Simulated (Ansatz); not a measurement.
Sn, space group Immm, a relaxation driven by ASE

With the Python package of Ansatz (0.2.0).

Notebook, run cell by cell (the value of a cell's last expression is shown):

```python
import warnings

import ansatz as az
from ase import Atoms
from ase.calculators.calculator import Calculator, all_changes
from ase.filters import FrechetCellFilter
from ase.optimize import BFGSLineSearch
from ase.units import GPa
import numpy as np
```

```python
class AnsatzEngine(Calculator):
    implemented_properties = ["energy", "free_energy", "forces", "stress"]

    def calculate(self, atoms=None, properties=("energy",), system_changes=all_changes):
        super().calculate(atoms, properties, system_changes)
        bare = self.atoms.copy()
        bare.set_constraint()
        bare.set_momenta(None)
        job = (
            az.Crystal.from_ase(bare).calculation()
            .functional(az.Functional.PBESOL)
            .pseudopotentials("paw")
            .kpoints(8, 8, 8)
            .occupations(az.OccupationsMethod.FERMI_DIRAC)
            .forces()
            .stress()
        )
        report = job.run(threads=1).report
        self.results["free_energy"] = report["lagrangian_ev"]
        self.results["energy"] = report.get("lagrangian_sigma0_ev", report["lagrangian_ev"])
        self.results["forces"] = np.array(report["forces_ev_ang"])
        s = -np.array(report["stress_gpa"]) * GPa  # ASE counts tension as positive
        self.results["stress"] = s[[0, 1, 2, 1, 0, 0], [0, 1, 2, 2, 2, 1]]
```

```python
warnings.simplefilter("ignore")
atoms = Atoms(
    ["Sn"],
    cell=[[-1.72654, 1.77555, 2.33834], [1.72654, -1.77555, 2.33834], [1.72654, 1.77555, -2.33834]],
    scaled_positions=[
        [0.0, 0.0, 0.0],
    ],
    pbc=True,
)
atoms.rattle(0.04, seed=41)
atoms.calc = AnsatzEngine()
before = atoms.get_potential_energy(), atoms.get_volume()
target = FrechetCellFilter(atoms)
optimiser = BFGSLineSearch(target, logfile=None)


def tell():
    fmax = np.linalg.norm(target.get_forces(), axis=1).max()
    print(f"step {optimiser.nsteps:2d}  E = {atoms.get_potential_energy():.5f} eV  fmax = {fmax:.4f}  V = {atoms.get_volume():.3f} A^3")


optimiser.attach(tell)
met = optimiser.run(fmax=0.02, steps=12)
print("threshold met:", bool(met), " energy gained:", round(before[0] - atoms.get_potential_energy(), 5), "eV")
print("cell lengths and angles:", np.round(atoms.cell.cellpar(), 3))
np.round(atoms.get_scaled_positions(), 4)
```

    step  0  E = -5949.74312 eV  fmax = 0.7146  V = 28.673 A^3
    step  1  E = -5949.77218 eV  fmax = 0.1164  V = 26.510 A^3
    step  2  E = -5949.77605 eV  fmax = 0.0817  V = 26.306 A^3
    step  3  E = -5949.78042 eV  fmax = 0.3137  V = 26.763 A^3
    step  4  E = -5949.78084 eV  fmax = 0.3379  V = 26.790 A^3
    step  5  E = -5949.78481 eV  fmax = 0.1297  V = 26.499 A^3
    step  6  E = -5949.78563 eV  fmax = 0.0074  V = 26.219 A^3
    threshold met: True  energy gained: 0.04251 eV
    cell lengths and angles: [  3.267   3.267   3.267 114.985 114.736  99.159]
    array([[0.0033, 0.999 , 0.998 ]])

Total energies depend on the potentials; only differences at equal settings carry meaning. A total without «per atom» is that of the whole cell that was run. For a metal this k-point mesh is coarse: on a finer one energies can move by several to tens of meV an atom and pressures by half a GPa or more, differences at one mesh by less. This isn't the structure that Sn takes at ambient conditions. Finished in 23 s on 1 thread of Arm Neoverse V2, with other jobs on the host, peak memory 0.44 GiB.
